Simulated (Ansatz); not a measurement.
**BPH6: a barrier at many levels of theory**

How high is the barrier of this step (H2–H5 formed, B1–H2 loosened, H5–P6 broken), and how far do cheaper methods land from CCSD(T)?

The runs use Ansatz 0.2.0, Gaussian basis; single points in def2-TZVPP on PBE0-D4/def2-TZVP structures.

Levels: SPW92, PBE-D4, BLYP-D4, r2SCAN-D4, B97M-V, PBE0-D4, B3LYP-D4, r2SCAN0-D4, BHLYP-D4, CAM-B3LYP-D4, wB97X-V, wB97M-V, B2PLYP, PBE-QIDH, RPA on PBE, Hartree-Fock, MP2, CCSD, CCSD(T). The reference is CCSD(T) at the basis limit, from triple and quadruple zeta. Zero-point energies come from PBE0-D4 vibrations.

Correlated methods freeze the cores. B3LYP uses VWN-RPA correlation. B2PLYP carries no dispersion term here.

80 further runs of the same task are left out: 80 set aside as unsound or not needed.

**1. Start, saddle and end, as given**

Charge 0, multiplicity 1. The folders r, ts and p hold the start, the saddle and the end; their coordinates stand in the first inputs.

```
 pair  r (Å)  ts (Å)  p (Å)
H2–H5  1.578   1.163  0.841
B1–H2  1.215   1.259  1.391
H5–P6  1.540   1.782  2.304
```

**2. SPW92/def2-TZVPP**

The input, r/in.yaml:

```yaml
crystal:
  periodic: [false, false, false]
  atoms:
    - {symbol: B, position_ang: [-0.717974, -0.565036, -0.455778]}
    - {symbol: H, position_ang: [-0.442385, -1.665846, -0.021914]}
    - {symbol: H, position_ang: [-0.456665, -0.420515, -1.616290]}
    - {symbol: H, position_ang: [-1.729251, -0.104673, -0.007146]}
    - {symbol: H, position_ang: [0.369406, -0.369747, 0.365572]}
    - {symbol: P, position_ang: [0.499715, 1.151583, 0.168805]}
    - {symbol: H, position_ang: [1.871617, 0.829388, -0.020063]}
    - {symbol: H, position_ang: [0.605536, 1.144847, 1.586714]}
basis:
  gaussian: {orbitals: def2-TZVPP}
hamiltonian: {xc: lda}
```

The input, ts/in.yaml:

```yaml
crystal:
  periodic: [false, false, false]
  atoms:
    - {symbol: B, position_ang: [-0.665624, -0.385197, -0.449807]}
    - {symbol: H, position_ang: [-0.314339, -1.487848, 0.045417]}
    - {symbol: H, position_ang: [-0.438683, -0.461682, -1.619103]}
    - {symbol: H, position_ang: [-1.736708, -0.140443, 0.016388]}
    - {symbol: H, position_ang: [0.308660, -0.556822, 0.356371]}
    - {symbol: P, position_ang: [0.480269, 1.203865, 0.144868]}
    - {symbol: H, position_ang: [1.815625, 0.758196, -0.052078]}
    - {symbol: H, position_ang: [0.550801, 1.069931, 1.557844]}
basis:
  gaussian: {orbitals: def2-TZVPP}
hamiltonian: {xc: lda}
```

The input, p/in.yaml:

```yaml
crystal:
  periodic: [false, false, false]
  atoms:
    - {symbol: B, position_ang: [-0.591967, -0.200559, -0.428344]}
    - {symbol: H, position_ang: [-0.324812, -1.485385, 0.034322]}
    - {symbol: H, position_ang: [-0.435411, -0.484058, -1.579922]}
    - {symbol: H, position_ang: [-1.699532, -0.169901, 0.022663]}
    - {symbol: H, position_ang: [0.227321, -0.943517, 0.363320]}
    - {symbol: P, position_ang: [0.495199, 1.332374, 0.129346]}
    - {symbol: H, position_ang: [1.802438, 0.816780, -0.076879]}
    - {symbol: H, position_ang: [0.526762, 1.134266, 1.535393]}
basis:
  gaussian: {orbitals: def2-TZVPP}
hamiltonian: {xc: lda}
```

One command serves all of them, each in its own folder.

Launch:

```console
$ ansatz run in.yaml --threads 2 --pin off --events-out ev --progress --plain --max-ram 4352MiB
```

After this run come: PBE-D4/def2-TZVPP; BLYP-D4/def2-TZVPP; r2SCAN-D4/def2-TZVPP; B97M-V/def2-TZVPP; PBE0-D4/def2-TZVPP; B3LYP-D4/def2-TZVPP; r2SCAN0-D4/def2-TZVPP; BHLYP-D4/def2-TZVPP; CAM-B3LYP-D4/def2-TZVPP; wB97X-V/def2-TZVPP; wB97M-V/def2-TZVPP; B2PLYP/def2-TZVPP; PBE-QIDH/def2-TZVPP; RPA on PBE/def2-TZVPP; CCSD(T)/def2-TZVPP; MP2/def2-QZVPP; Vibrations of the start structure; Vibrations of the end structure.

Before running it: what results should come out? Wanted: barrier, CCSD(T)/CBS; reverse barrier, CCSD(T)/CBS; step energy, CCSD(T)/CBS; barrier with zero-point energy; step energy with zero-point energy; imaginary mode at the saddle; largest T1 diagnostic.

**Answer**, as computed:

| quantity | value |
| --- | --- |
| barrier, CCSD(T)/CBS | 3.6 kcal/mol |
| reverse barrier, CCSD(T)/CBS | 5.5 kcal/mol |
| step energy, CCSD(T)/CBS | -2.0 kcal/mol |
| barrier with zero-point energy | 2.9 kcal/mol |
| step energy with zero-point energy | -1.8 kcal/mol |
| imaginary mode at the saddle | 687i cm⁻¹ |
| largest T1 diagnostic | 0.013 |

Among the functionals wB97X-V lands nearest to CCSD(T)/CBS (0.0 kcal/mol) and SPW92 farthest (-4.8 kcal/mol). B2PLYP is as near within the digits shown. By rung, the mean size of the error is: LDA 4.8, GGA 1.9, meta-GGA 2.4, hybrid 1.3, range-separated hybrid 0.1, double hybrid 0.5 kcal/mol. PBE-D4 gives a barrier 3.0 kcal/mol too low, outside chemical accuracy (1 kcal/mol). Every functional without exact exchange puts the barrier too low, the usual mark of self-interaction error, which favours the spread-out density of a saddle. The barrier rises with the share of exact exchange, from BLYP-D4 through B3LYP-D4 to BHLYP-D4 (-0.8, -0.2, +1.5 kcal/mol). Hartree-Fock, with no correlation, is off by +6.0 kcal/mol. Zero-point motion lowers the barrier by 0.7 kcal/mol.
